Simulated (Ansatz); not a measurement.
# ScHO2: the cost of one run

Program: Ansatz 0.2.0. Level of theory: DFT PBEsol, scalar-relativistic, plane waves, PAW. These are calculated values, not measurements.

## 1. The structure to begin with

The structure is trigonal, space group R-3m (No. 166). Conventional cell: a = 3.233 Å, b = 3.233 Å, c = 13.593 Å, α = 90.00°, β = 90.00°, γ = 120.00°. Sc (site symmetry -3m) is surrounded by 6 O at 2.14 Å. Around H (site symmetry -3m) lie 2 O at 1.22 Å. O (site symmetry 3m) is surrounded by 1 H at 1.22 Å.

Structure file:

```
CELL_PARAMETERS angstrom
3.23318 1.86668 -4.53092
0.00000 -3.73335 -4.53092
-3.23318 1.86668 -4.53092
ATOMIC_POSITIONS crystal
Sc 0.00000 0.50000 0.50000
Sc 0.50000 0.50000 0.00000
Sc 0.50000 0.00000 0.50000
Sc 0.00000 0.00000 0.00000
H 0.50000 0.00000 0.00000
H 0.00000 0.00000 0.50000
H 0.00000 0.50000 0.00000
H 0.50000 0.50000 0.50000
O 0.41030 0.91030 0.91030
O 0.91030 0.91030 0.41030
O 0.91030 0.41030 0.91030
O 0.41030 0.41030 0.41030
O 0.58970 0.08970 0.08970
O 0.08970 0.08970 0.58970
O 0.08970 0.58970 0.08970
O 0.58970 0.58970 0.58970
```

It goes back to an entry of the Materials Project, which need not be the stable form.

No relaxation comes first: the listed cell is the starting point.

## 2. Reference: the perfect supercell

Input file input.yaml:

```yaml
crystal:
  lattice:
    - [3.233178087, 1.8666762389, -4.5309241552]
    - [0.0, -3.7333524777, -4.5309241552]
    - [-3.233178087, 1.8666762389, -4.5309241552]
  atoms:
    - { symbol: Sc, position: [0.0, 0.5, 0.5] }
    - { symbol: Sc, position: [0.5, 0.5, 0.0] }
    - { symbol: Sc, position: [0.5, 0.0, 0.5] }
    - { symbol: Sc, position: [0.0, 0.0, 0.0] }
    - { symbol: H, position: [0.5, 0.0, 0.0] }
    - { symbol: H, position: [0.0, 0.0, 0.5] }
    - { symbol: H, position: [0.0, 0.5, 0.0] }
    - { symbol: H, position: [0.5, 0.5, 0.5] }
    - { symbol: O, position: [0.410299, 0.910299, 0.910299] }
    - { symbol: O, position: [0.910299, 0.910299, 0.410299] }
    - { symbol: O, position: [0.910299, 0.410299, 0.910299] }
    - { symbol: O, position: [0.410299, 0.410299, 0.410299] }
    - { symbol: O, position: [0.589701, 0.089701, 0.089701] }
    - { symbol: O, position: [0.089701, 0.089701, 0.589701] }
    - { symbol: O, position: [0.089701, 0.589701, 0.089701] }
    - { symbol: O, position: [0.589701, 0.589701, 0.589701] }
  symmetry: { detect: false }
basis:
  ecutwfc: 420
kpoints:
  mp_grid: { grid: [2, 2, 2], shift: [0.5, 0.5, 0.5] }
hamiltonian:
  xc: pbesol
scf:
  occupations: { method: gaussian, width: 0.1 }
output:
  forces: true
  stress: true
  eigenvalues: true
```

The run is started by

```console
$ ansatz run input.yaml --threads 4 --pin off --max-ram 5120MiB --backend cpu --events-out ev --progress --plain --runs-dir out
```

**Question.** How long does this run take on 4 threads of Intel Xeon Platinum 8488C (Sapphire Rapids), shared host, and how much memory does it need?

About 2 s, with a peak of 0.56 GiB.
